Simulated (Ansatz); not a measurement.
The system is Ta3N.

```
Ta N
1.0
     3.03222    0.00000    0.00000
    -1.51611    2.62598    0.00000
     0.00000    0.00000    7.52414
Ta N
3 1
Direct
  0.66667 0.33333 0.82607
  0.33333 0.66667 0.17393
  0.00000 0.00000 0.50000
  0.00000 0.00000 0.00000
```

The cell comes from a database or a generator and needn't be the stable form of this composition.

Base run:

```yaml
Program: Ansatz 0.2.0
Functional: HSE06
Potentials_or_basis: Ansatz PAW
Cutoff: "420 eV (not typed: the program's choice for these potentials)"
k_mesh: 8 × 8 × 4
Occupations: fermi-dirac, width 0.05 eV
Spin: no spin polarisation
```

Its results: band gap on the k mesh none (metal or under the smearing width); pressure -4.7 GPa; largest force 0.341 eV/Å.

Task: The run is repeated on the same cell with these changes: functional from HSE06 to PBE0. What comes out?

Result: Band gap on the k mesh none (metal or under the smearing width); pressure -4.1 GPa; largest force 0.249 eV/Å.

Caveats: the PAW data sets come from PBE, with cores solved anew for the run's functional, which leaves a small shift of forces and pressure; the thresholds are loose for stress; spin-orbit coupling is left out, which moves the levels of the heavy elements (some runs).
